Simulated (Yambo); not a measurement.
# Si2Mo (I4/mmm) in Yambo: a series of runs

The runs below take Si2Mo through optical spectrum, with PBEsol.

Program: Yambo 5.3.0. These are calculated values, not measurements. Logs are shortened: lines on timing, memory, paths and dates and some standing lists are left out, and cuts for length are marked.

## (1) The structure

The structure is tetragonal, space group I4/mmm (No. 139). Conventional cell: a = 3.200 Å, b = 3.200 Å, c = 7.861 Å, α = 90.00°, β = 90.00°, γ = 90.00°. Mo (site symmetry 4/mmm) is surrounded by 10 Si at 2.62 Å. Si (site symmetry 4mm) is surrounded by 5 Si at 2.61 to 2.63 Å and 5 Mo at 2.62 Å.

## (2) Optical spectrum, PBEsol

optics0.in

```
optics
chi
Chimod= "IP"
% BndsRnXd
 1 | 31 |
%
% LongDrXd
 1 | 1 | 1 |
%
% QpntsRXd
 1 | 1 |
%
% EnRngeXd
 0 | 15 | eV
%
% DmRngeXd
 0.2 | 0.2 | eV
%
ETStpsXd= 150
```

scf.in

```
&CONTROL
  calculation = 'scf'
  prefix = 'pwscf'
  outdir = './tmp'
  pseudo_dir = './pseudo'
/
&SYSTEM
  ibrav = 0
  nat = 3
  ntyp = 2
  ecutwfc = 80
  nbnd = 18
  occupations = 'smearing'
  smearing = 'fd'
  degauss = 0.00367493
  force_symmorphic = .true.
/
&ELECTRONS
  conv_thr = 6d-10
  electron_maxstep = 120
  mixing_beta = 0.5
/
ATOMIC_SPECIES
Mo    95.9500 Mo.upf
Si    28.0850 Si.upf
CELL_PARAMETERS angstrom
  -1.6000000000    1.6000000000    3.9305000000
   1.6000000000   -1.6000000000    3.9305000000
   1.6000000000    1.6000000000   -3.9305000000
ATOMIC_POSITIONS angstrom
Mo     0.0000000000    0.0000000000    0.0000000000
Si     0.0000000000    0.0000000000    5.2432870000
Si     0.0000000000    0.0000000000    2.6177130000
K_POINTS automatic
12 12 12 0 0 0
```

nscf.in

```
&CONTROL
  calculation = 'nscf'
  prefix = 'pwscf'
  outdir = './tmp'
  pseudo_dir = './pseudo'
/
&SYSTEM
  ibrav = 0
  nat = 3
  ntyp = 2
  ecutwfc = 80
  nbnd = 31
  occupations = 'smearing'
  smearing = 'fd'
  degauss = 0.00367493
  force_symmorphic = .true.
/
&ELECTRONS
  conv_thr = 1d-08
  diago_full_acc = .true.
  diago_thr_init = 1d-06
/
ATOMIC_SPECIES
Mo    95.9500 Mo.upf
Si    28.0850 Si.upf
CELL_PARAMETERS angstrom
  -1.6000000000    1.6000000000    3.9305000000
   1.6000000000   -1.6000000000    3.9305000000
   1.6000000000    1.6000000000   -3.9305000000
ATOMIC_POSITIONS angstrom
Mo     0.0000000000    0.0000000000    0.0000000000
Si     0.0000000000    0.0000000000    5.2432870000
Si     0.0000000000    0.0000000000    2.6177130000
K_POINTS automatic
12 12 12 0 0 0
```

Potentials or basis: PseudoDojo 0.4.1 SR PBEsol standard.

Launch:

```console
$ OMP_NUM_THREADS=1 pw.x -in scf.in > scf.out
$ OMP_NUM_THREADS=1 pw.x -in nscf.in > nscf.out
$ cd tmp/pwscf.save; p2y; mv SAVE ../..; cd ../..
$ OMP_NUM_THREADS=1 yambo
$ OMP_NUM_THREADS=1 yambo -F optics0.in -J optics0 -C optics0_out
```

Yambo's report:

```text
[... sections 02.01 to 02.04 as in the set-up run ...]

[... 5 lines left out ...]
  [X] Bosonic    Temperature                        :  0.258606E-1   300.100    [eV K]
  [X] Finite Temperature mode                       : yes
  [X] El. density                                   :  0.54661E+24 [cm-3]
  [X] Fermi Level                                   :  16.02496 [eV]

  [X] === Gaps and Widths ===
  [X] Conduction Band Min                           :  16.02496 [eV]
  [X] Valence Band Max                              :  16.02496 [eV]
  [X] Filled Bands                                  :  10
  [X] Metallic Bands                                :  11  12
  [X] Empty Bands                                   :  13  31

  [X] === Metallic Characters ===
  [X] N of el / N of met el                         :  22.00000   1.96040
  [X] Average metallic occ.                         :  0.245050

  [WARNING] [X] Metallic system

 [03] Transferred momenta grid and indexing
 ==========================================

 IBZ Q-points                                      :  163
 BZ  Q-points                                      :  1728

 K/Q-points units:
 rlu = crystal or reduced units; cc = cartesian coordinates; iku = interal k-units

 Q [  1]        [rlu]:  0.000000  0.000000  0.000000
 Q [  2]        [rlu]: -0.84228E-17 -0.84228E-17  0.83333E-01
 Q [  3]        [rlu]: -0.16846E-16 -0.16846E-16  0.16667
 Q [  4]        [rlu]: -0.25268E-16 -0.25268E-16  0.25000
 Q [  5]        [rlu]: -0.33691E-16 -0.33691E-16  0.33333
 Q [  6]        [rlu]: -0.42114E-16 -0.42114E-16  0.41667
[... 42 lines left out ...]
 Q [ 49]        [rlu]:  0.083333  0.083333 -0.083333
 Q [ 50]        [rlu]:  0.083333  0.166667  0.083333

 Remaining 113 points informations can be written running with -fatlog

 [04] Dipoles
 ============

  [04.01] Setup: observables and procedures
  =========================================

  [WARNING] [x,Vnl] slows the Dipoles computation. To neglect it rename the ns.kb_pp file
  [WF-Oscillators/G space/Transverse up loader] Normalization (few states)  min/max  :  0.27756E-16   1.0000

  [WR./optics0//ndb.dipoles]------------------------------------------------------
   Brillouin Zone Q/K grids (IBZ/BZ)                :   163  1728   163  1728
   RL vectors                                       :   5161 [WF]
   Fragmentation                                    : yes
   Electronic Temperature                           :  300.1000 [K]
   Bosonic    Temperature                           :  300.1000 [K]
   DIP band range                                   :   1  31
   DIP band range limits                            :  12  11
   DIP e/h energy range                             : -1.000000 -1.000000 [eV]
   RL vectors in the sum                            :   5161
   [r,Vnl] included                                 : yes
   Bands ordered                                    : yes
   Direct v evaluation                              : no
   Approach used                                    : G-space v
   Dipoles computed                                 : R V P [G-space]
   Wavefunctions                                    : Perdew, Burke & Ernzerhof SOL(X)+Perdew, Burke & Ernzerhof SOL(C)

  [WARNING] [r,Vnl^pseudo] included in position and velocity dipoles.

  [WARNING] In case H contains other non local terms, these are neglected

 [05] Optics
 ===========

 [X-CG] R(p) Tot o/o(of R):    30886   388038      100

 [WARNING] The system is a metal but Drude term not included.
```

It took 4.4 min on 1 thread of Intel Xeon 6975P-C (Granite Rapids), shared host; peak memory 0.32 GiB.

Results:

* Band gap on the k mesh, mean-field level: none (metal or under the smearing width)

Dielectric function (along the field direction of the input):
```
energy (eV)  real part  imaginary part
       0.30      25.48            1.32
       1.01      26.15            3.93
       1.81      28.52            9.22
       2.62      22.50           22.13
       3.32      15.51           21.63
       4.13       4.52           25.57
       4.93       3.10           19.68
       5.64      -0.81           22.97
       6.44      -8.97           17.29
       7.25     -10.20           10.69
       7.95      -8.24            6.69
       8.76      -6.62            4.33
       9.56      -5.65            3.20
      10.27      -4.57            2.16
      11.07      -3.60            1.58
      11.88      -3.01            1.34
      12.58      -2.49            1.03
      13.39      -2.05            0.84
      14.19      -1.68            0.73
      15.00      -1.42            0.53
```

Caveat: the intraband (Drude) term of the metal is left out; the ground state has no gap, which makes the many-body step unreliable; spectra need much finer meshes, so this one isn't converged; independent-particle spectra lack excitons.

## (3) Optical spectrum, PBEsol

optics1.in

```
optics
chi
Chimod= "HARTREE"
% BndsRnXd
 1 | 31 |
%
NGsBlkXd= 3 Ry
% LongDrXd
 1 | 1 | 1 |
%
% QpntsRXd
 1 | 1 |
%
% EnRngeXd
 0 | 10 | eV
%
% DmRngeXd
 0.1 | 0.1 | eV
%
ETStpsXd= 300
```

scf.in is that of step 2.

nscf.in is that of step 2.

Potentials or basis: PseudoDojo 0.4.1 SR PBEsol standard.

Launch:

```console
$ OMP_NUM_THREADS=1 pw.x -in scf.in > scf.out
$ OMP_NUM_THREADS=1 pw.x -in nscf.in > nscf.out
$ cd tmp/pwscf.save; p2y; mv SAVE ../..; cd ../..
$ OMP_NUM_THREADS=1 yambo
$ OMP_NUM_THREADS=1 yambo -F optics1.in -J optics1 -C optics1_out
```

Yambo's report:

```text
[... sections 02.01 to 02.04 as in the set-up run ...]

[... 5 lines left out ...]
  [X] Bosonic    Temperature                        :  0.258606E-1   300.100    [eV K]
  [X] Finite Temperature mode                       : yes
  [X] El. density                                   :  0.54661E+24 [cm-3]
  [X] Fermi Level                                   :  16.02496 [eV]

  [X] === Gaps and Widths ===
  [X] Conduction Band Min                           :  16.02496 [eV]
  [X] Valence Band Max                              :  16.02496 [eV]
  [X] Filled Bands                                  :  10
  [X] Metallic Bands                                :  11  12
  [X] Empty Bands                                   :  13  31

  [X] === Metallic Characters ===
  [X] N of el / N of met el                         :  22.00000   1.96040
  [X] Average metallic occ.                         :  0.245050

  [WARNING] [X] Metallic system

 [03] Transferred momenta grid and indexing
 ==========================================

 IBZ Q-points                                      :  163
 BZ  Q-points                                      :  1728

 K/Q-points units:
 rlu = crystal or reduced units; cc = cartesian coordinates; iku = interal k-units

 Q [  1]        [rlu]:  0.000000  0.000000  0.000000
 Q [  2]        [rlu]: -0.84228E-17 -0.84228E-17  0.83333E-01
 Q [  3]        [rlu]: -0.16846E-16 -0.16846E-16  0.16667
 Q [  4]        [rlu]: -0.25268E-16 -0.25268E-16  0.25000
 Q [  5]        [rlu]: -0.33691E-16 -0.33691E-16  0.33333
 Q [  6]        [rlu]: -0.42114E-16 -0.42114E-16  0.41667
[... 42 lines left out ...]
 Q [ 49]        [rlu]:  0.083333  0.083333 -0.083333
 Q [ 50]        [rlu]:  0.083333  0.166667  0.083333

 Remaining 113 points informations can be written running with -fatlog

 [04] Dipoles
 ============

  [04.01] Setup: observables and procedures
  =========================================

  [WARNING] [x,Vnl] slows the Dipoles computation. To neglect it rename the ns.kb_pp file
  [WF-Oscillators/G space/Transverse up loader] Normalization (few states)  min/max  :  0.27756E-16   1.0000

  [WR./optics1//ndb.dipoles]------------------------------------------------------
   Brillouin Zone Q/K grids (IBZ/BZ)                :   163  1728   163  1728
   RL vectors                                       :   5161 [WF]
   Fragmentation                                    : yes
   Electronic Temperature                           :  300.1000 [K]
   Bosonic    Temperature                           :  300.1000 [K]
   DIP band range                                   :   1  31
   DIP band range limits                            :  12  11
   DIP e/h energy range                             : -1.000000 -1.000000 [eV]
   RL vectors in the sum                            :   5161
   [r,Vnl] included                                 : yes
   Bands ordered                                    : yes
   Direct v evaluation                              : no
   Approach used                                    : G-space v
   Dipoles computed                                 : R V P [G-space]
   Wavefunctions                                    : Perdew, Burke & Ernzerhof SOL(X)+Perdew, Burke & Ernzerhof SOL(C)

  [WARNING] [r,Vnl^pseudo] included in position and velocity dipoles.

  [WARNING] In case H contains other non local terms, these are neglected

 [05] Optics
 ===========

 [X-CG] R(p) Tot o/o(of R):    30886   388038      100

 [WARNING] The system is a metal but Drude term not included.
```

o-optics1.eps_q1_inv_rpa_dyson:

```text
# Absorption @ Q(1):  0.577350269     0.577350269     0.577350269    [q->0 direction]
#
# [ X ] Hartree size                              :   37
# [GEN] GF Energies                               : Perdew, Burke & Ernzerhof SOL(X)+Perdew, Burke & Ernzerhof SOL(C)
# [GEN] Green`s Function                          : Retarded
#
# [GEN] Gauge                                     : Length
# [GEN] [r,Vnl] included                          : yes
#
#    E[1] [eV]          Im(eps)            Re(eps)            Im(eps_o)          Re(eps_o)
#
        0.000000           0.176393E-5        24.59285           0.30682E-16        25.34186
        0.033445           0.060495           24.60190           0.062296           25.35118
        0.066890           0.122952           24.62926           0.126604           25.37937
        0.100334           0.189544           24.67554           0.195148           25.42706
        0.133779           0.262894           24.74182           0.270616           25.49534
        0.167224           0.346409           24.82962           0.356498           25.58578
[... 292 lines left out ...]
        9.966555           2.275595          -5.279021           2.297069          -5.251746
        10.00000           2.188800          -5.195076           2.211912          -5.165662
#
```

Wall time 5 min (1 thread of Intel Xeon 6975P-C (Granite Rapids), shared host); peak memory 2.4 GiB.

Results:

```
Band gap on the k mesh, mean-field level : none (metal or under the smearing width)
```

Dielectric function (along the field direction of the input):
```csv
energy (eV),real part,imaginary part
0.27,25.24,0.72
0.50,24.94,4.58
0.74,23.49,1.61
1.00,26.83,3.43
1.24,24.60,5.57
1.51,25.47,5.04
1.74,28.49,7.09
2.01,28.38,10.55
2.24,31.91,16.50
2.51,24.13,22.09
2.74,19.47,23.08
3.01,17.49,24.04
3.24,16.15,20.53
3.51,17.12,20.80
3.75,17.66,27.43
3.98,7.52,31.01
4.25,2.99,22.47
4.48,4.86,21.98
4.75,1.55,20.14
4.98,4.66,19.40
5.25,4.40,21.56
5.48,2.10,23.78
5.75,-2.77,25.12
5.99,-6.06,21.27
6.25,-6.99,20.62
6.49,-11.19,16.78
6.76,-9.10,15.14
6.99,-10.19,13.45
7.22,-11.29,10.75
7.49,-10.66,8.81
7.73,-9.01,6.87
7.99,-8.72,6.32
8.23,-7.77,5.99
8.49,-7.99,4.86
8.73,-7.00,3.98
9.00,-6.33,4.03
9.23,-5.97,3.49
9.50,-6.03,3.26
9.73,-5.63,2.75
10.00,-5.20,2.19
```

Caveat: the intraband (Drude) term of the metal is left out; the ground state has no gap, which makes the many-body step unreliable; spectra need much finer meshes, so this one isn't converged; these spectra lack excitons.

## (4) Optical spectrum, PBEsol

optics2.in

```
optics
chi
tddft
Chimod= "ALDA"
% BndsRnXd
 1 | 31 |
%
NGsBlkXd= 2 Ry
% LongDrXd
 1 | 1 | 1 |
%
% QpntsRXd
 1 | 1 |
%
% EnRngeXd
 0 | 20 | eV
%
% DmRngeXd
 0.1 | 0.1 | eV
%
ETStpsXd= 150
FxcGRLc= 2 Ry
VXCRLvcs= 2 Ry
```

scf.in is that of step 3.

nscf.in is that of step 3.

Potentials or basis: PseudoDojo 0.4.1 SR PBEsol standard.

Launch:

```console
$ OMP_NUM_THREADS=1 pw.x -in scf.in > scf.out
$ OMP_NUM_THREADS=1 pw.x -in nscf.in > nscf.out
$ cd tmp/pwscf.save; p2y; mv SAVE ../..; cd ../..
$ OMP_NUM_THREADS=1 yambo
$ OMP_NUM_THREADS=1 yambo -F optics2.in -J optics2 -C optics2_out
```

Yambo's report:

```text
[... sections 02.01 to 02.04 as in the set-up run ...]

[... 5 lines left out ...]
  [X] Bosonic    Temperature                        :  0.258606E-1   300.100    [eV K]
  [X] Finite Temperature mode                       : yes
  [X] El. density                                   :  0.54661E+24 [cm-3]
  [X] Fermi Level                                   :  16.02496 [eV]

  [X] === Gaps and Widths ===
  [X] Conduction Band Min                           :  16.02496 [eV]
  [X] Valence Band Max                              :  16.02496 [eV]
  [X] Filled Bands                                  :  10
  [X] Metallic Bands                                :  11  12
  [X] Empty Bands                                   :  13  31

  [X] === Metallic Characters ===
  [X] N of el / N of met el                         :  22.00000   1.96040
  [X] Average metallic occ.                         :  0.245050

  [WARNING] [X] Metallic system

 [03] Transferred momenta grid and indexing
 ==========================================

 IBZ Q-points                                      :  163
 BZ  Q-points                                      :  1728

 K/Q-points units:
 rlu = crystal or reduced units; cc = cartesian coordinates; iku = interal k-units

 Q [  1]        [rlu]:  0.000000  0.000000  0.000000
 Q [  2]        [rlu]: -0.84228E-17 -0.84228E-17  0.83333E-01
 Q [  3]        [rlu]: -0.16846E-16 -0.16846E-16  0.16667
 Q [  4]        [rlu]: -0.25268E-16 -0.25268E-16  0.25000
 Q [  5]        [rlu]: -0.33691E-16 -0.33691E-16  0.33333
 Q [  6]        [rlu]: -0.42114E-16 -0.42114E-16  0.41667
[... 42 lines left out ...]
 Q [ 49]        [rlu]:  0.083333  0.083333 -0.083333
 Q [ 50]        [rlu]:  0.083333  0.166667  0.083333

 Remaining 113 points informations can be written running with -fatlog

 [04] Dipoles
 ============

  [04.01] Setup: observables and procedures
  =========================================

  [WARNING] [x,Vnl] slows the Dipoles computation. To neglect it rename the ns.kb_pp file
  [WF-Oscillators/G space/Transverse up loader] Normalization (few states)  min/max  :  0.27756E-16   1.0000

  [WR./optics2//ndb.dipoles]------------------------------------------------------
   Brillouin Zone Q/K grids (IBZ/BZ)                :   163  1728   163  1728
   RL vectors                                       :   5161 [WF]
   Fragmentation                                    : yes
   Electronic Temperature                           :  300.1000 [K]
   Bosonic    Temperature                           :  300.1000 [K]
   DIP band range                                   :   1  31
   DIP band range limits                            :  12  11
   DIP e/h energy range                             : -1.000000 -1.000000 [eV]
   RL vectors in the sum                            :   5161
   [r,Vnl] included                                 : yes
   Bands ordered                                    : yes
   Direct v evaluation                              : no
   Approach used                                    : G-space v
   Dipoles computed                                 : R V P [G-space]
   Wavefunctions                                    : Perdew, Burke & Ernzerhof SOL(X)+Perdew, Burke & Ernzerhof SOL(C)

  [WARNING] [r,Vnl^pseudo] included in position and velocity dipoles.

  [WARNING] In case H contains other non local terms, these are neglected

 [05] Optics
 ===========

 [xc] Functional : Perdew, Burke & Ernzerhof SOL(X)+Perdew, Burke & Ernzerhof SOL(C)
 [xc] LIBXC used to calculate xc functional
  PP Number of Atomic Species                      :  2
  NLCC RL compoments                               :  26291
 [X-CG] R(p) Tot o/o(of R):    30886   388038      100

 [WARNING] The system is a metal but Drude term not included.
```

Run time: 4.9 min. Hardware: 1 thread of Intel Xeon 6975P-C (Granite Rapids), shared host; peak memory 2.4 GiB.

Results:

```
Band gap on the k mesh, mean-field level : none (metal or under the smearing width)
```

Dielectric function (along the field direction of the input):
```csv
energy (eV),real part,imaginary part
0.27,25.35,0.73
0.67,22.91,2.11
1.21,24.92,5.80
1.74,28.67,7.23
2.28,31.18,18.17
2.68,21.43,23.62
3.22,15.86,20.30
3.76,17.29,28.19
4.30,3.44,22.04
4.70,1.47,21.35
5.23,4.35,21.23
5.77,-3.44,24.98
6.31,-8.03,20.77
6.85,-9.47,14.51
7.25,-10.97,10.41
7.79,-8.59,7.02
8.32,-7.88,5.81
8.86,-6.42,3.98
9.26,-5.90,3.56
9.80,-5.54,2.60
10.34,-4.52,1.84
10.87,-4.01,1.54
11.28,-3.44,1.36
11.81,-3.20,1.32
12.35,-2.75,1.07
12.89,-2.33,0.89
13.42,-2.07,0.75
13.83,-1.88,0.71
14.36,-1.68,0.65
14.90,-1.51,0.46
15.44,-1.29,0.41
15.84,-1.16,0.36
16.38,-0.98,0.33
16.91,-0.80,0.26
17.45,-0.71,0.23
17.85,-0.59,0.20
18.39,-0.45,0.19
18.93,-0.36,0.20
19.46,-0.28,0.17
20.00,-0.20,0.16
```

Caveat: the LDA kernel is used on GGA states, which is inconsistent by a few percent; the intraband (Drude) term of the metal is left out; the ground state has no gap, which makes the many-body step unreliable; spectra need much finer meshes, so this one isn't converged; these spectra lack excitons.

(Continued in part 2 of 2.)
